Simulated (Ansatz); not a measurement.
**Ti: properties at the relaxed cell**

An exercise on one series of results from a longer session: the logs are not shown, and one member is left open.

Computed with Ansatz 0.2.0 (DFT r2SCAN, scalar-relativistic, plane waves, PAW, unless a step's input says otherwise).

## Starting point

It takes space group P6/mmm (No. 191, hexagonal). Conventional cell: a = 4.568 Å, b = 4.568 Å, c = 2.824 Å, α = 90.00°, β = 90.00°, γ = 120.00°. Ti (site symmetry 6/mmm) is surrounded by 14 Ti at 2.82 to 2.99 Å. Ti (site symmetry -6m2) has 11 Ti at 2.64 to 2.99 Å as nearest neighbours.

Structure file:

```cif
data_structure
_symmetry_space_group_name_H-M 'P6/mmm'
_symmetry_Int_Tables_number 191
_cell_length_a 4.5683
_cell_length_b 4.5683
_cell_length_c 2.8244
_cell_angle_alpha 90.000
_cell_angle_beta 90.000
_cell_angle_gamma 120.000
_cell_volume 51.05
loop_
_atom_site_label
_atom_site_type_symbol
_atom_site_symmetry_multiplicity
_atom_site_Wyckoff_symbol
_atom_site_fract_x
_atom_site_fract_y
_atom_site_fract_z
_atom_site_occupancy
Ti1 Ti 1 a 0.00000 0.00000 0.00000 1
Ti2 Ti 2 d 0.33333 0.66667 0.50000 1
```

This cell was relaxed beforehand with the same method: volume 17.02 Å³/atom, gap on the mesh none (metal).

Set-up of the first run:

input.yaml reads:

```yaml
crystal:
  lattice:
    - [4.5221289013, 0.0, 0.0]
    - [-2.2610644507, 3.9162785077, 0.0]
    - [0.0, 0.0, 2.7959113675]
  atoms:
    - { symbol: Ti, position: [0.0, 0.0, 0.0] }
    - { symbol: Ti, position: [0.3333333333, 0.6666666667, 0.5] }
    - { symbol: Ti, position: [0.6666666667, 0.3333333333, 0.5] }
basis:
  ecutwfc: 500
kpoints:
  mp_grid: { grid: [12, 12, 14] }
hamiltonian:
  xc: r2scan
scf:
  occupations: { method: gaussian, width: 0.1 }
output:
  forces: true
  stress: true
  eigenvalues: true
relax:
  adjacent_minimum: "off"
  f_tol: 0.01
  max_steps: 30
  cell: { stress_tol: 0.1, fix: [volume] }
```

Command:

```console
> ansatz run input.yaml --threads 1 --pin off --max-ram 2560MiB --backend cpu --events-out ev --progress --plain --runs-dir out
```

Among the steps run: Volume × 0.97; Volume × 1.03; Volume × 0.94; Point at V/V0 = 1.06; Volume × 0.91; The cell scaled to 1.10 of its volume; The cell scaled to 0.88 of its volume.

One of the session's tables, all rows but one given; the rest of the session is left out.

It belongs to the step «Equation of state». 

```
volume (Å³/atom)  energy above the lowest point (meV/atom)  pressure (GPa)
          14.974                                     109.2           18.78
          15.484                                         ?               ?
          15.995                                      24.9            8.13
          16.505                                       6.0            3.79
          17.016                                       0.0            0.00
          17.526                                       5.4           -3.32
          18.037                                      20.7           -6.23
          18.717                                      54.3           -9.53
```

Q: Estimate the row for volume (Å³/atom) = 15.484 from the others.

Worked estimate for «energy above the lowest point (meV/atom)». A straight line through the neighbours (14.974, 109.2) and (15.995, 24.9) gives 109.2 + (24.9 − 109.2) × (15.484 − 14.974) / (15.995 − 14.974) = 67.1; a parabola fitted to 3 rows on both sides gives 59.3.

**Answer.** energy above the lowest point (meV/atom): 58.6; pressure (GPa): 13.10. In «energy above the lowest point (meV/atom)» the line misses by +8.5 and the parabola by +0.7.
